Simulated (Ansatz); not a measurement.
# CH5B3 (SMILES BB=CB): single points off equilibrium

The task here is to estimate one member of a computed series from the others.

Computed with Ansatz 0.2.0, Gaussian basis. Level: single points in def2-TZVPP.

Cores are frozen in the correlated methods.

### Starting geometry

SMILES `BB=CB`, 9 atoms, charge 0, spin multiplicity 1.

Atoms are counted from 1 here; the program's logs count them from 0.

Bond lengths: B1–B2 1.660 Å, B1–H5 1.202 Å, B1–H6 1.220 Å, B2–C3 1.400 Å, C3–B4 1.528 Å, C3–H7 1.147 Å, B4–H8 1.220 Å, B4–H9 1.210 Å. Angles: B2–B1–H5 111.7°, B2–B1–H6 119.9°, H5–B1–H6 128.4°, B1–B2–C3 166.6°, B2–C3–B4 115.0°, B2–C3–H7 121.1°, B4–C3–H7 123.5°, C3–B4–H8 115.9°, C3–B4–H9 125.8°, H8–B4–H9 118.3°.

As a file:

```xyz
9
CH5B3
B     0.06233    1.95519   -0.81888
B     0.49456    0.45507   -0.25468
C     0.59701   -0.90653    0.05373
B    -0.60212   -1.49249    0.79790
H     0.88903    2.40349   -1.56723
H    -0.97810    2.47033   -0.44270
H     1.57279   -1.48197   -0.12543
H    -0.53752   -2.68240    1.06155
H    -1.57520   -0.87579    1.16775
```

Set-up of the first run:

Input file run/in.yaml:

```yaml
crystal:
  periodic: [false, false, false]
  atoms:
    - {symbol: B, position_ang: [0.062328, 1.955192, -0.818884]}
    - {symbol: B, position_ang: [0.494556, 0.455073, -0.254683]}
    - {symbol: C, position_ang: [0.597005, -0.906527, 0.053735]}
    - {symbol: B, position_ang: [-0.602120, -1.492486, 0.797904]}
    - {symbol: H, position_ang: [0.889034, 2.403493, -1.567230]}
    - {symbol: H, position_ang: [-0.978101, 2.470326, -0.442704]}
    - {symbol: H, position_ang: [1.572789, -1.481967, -0.125432]}
    - {symbol: H, position_ang: [-0.537517, -2.682402, 1.061547]}
    - {symbol: H, position_ang: [-1.575202, -0.875795, 1.167753]}
basis:
  gaussian: {orbitals: def2-TZVPP}
hamiltonian: {xc: pbe, dispersion: d4}
output: {forces: true}
```

Started as:

```sh
$ ansatz run in.yaml --threads 2 --pin off --events-out ev --progress --plain --max-ram 3481MiB
```

Steps of the session up to this table: PBE-D4/def2-TZVPP; r2SCAN-D4/def2-TZVPP; PBE0-D4/def2-TZVPP; wB97M-V/def2-TZVPP; CCSD(T)/def2-TZVPP.

One table of the session follows, with a row left open; its other results are not shown here.

```
   method  RMS force component (eV/Å)  angle to CCSD(T) forces (°)  dipole (D)
   PBE-D4                       0.608                         15.1        1.62
r2SCAN-D4                       0.637                         10.1        1.69
  PBE0-D4                           ?                            ?           ?
  wB97M-V                       0.636                         15.4        2.00
  CCSD(T)                       0.660                    reference        1.75
```

**Question.** Estimate the row for PBE0-D4.

As computed: RMS force component (eV/Å): 0.624; angle to CCSD(T) forces (°): 10.9; dipole (D): 1.80. In the column «RMS force component (eV/Å)» it lies between PBE-D4 (0.608) and wB97M-V (0.636).

Limits of these values: The reference is not at the basis limit: in triple zeta CCSD(T) underbinds, which counts against methods that bind more; the gaps are no ranking.
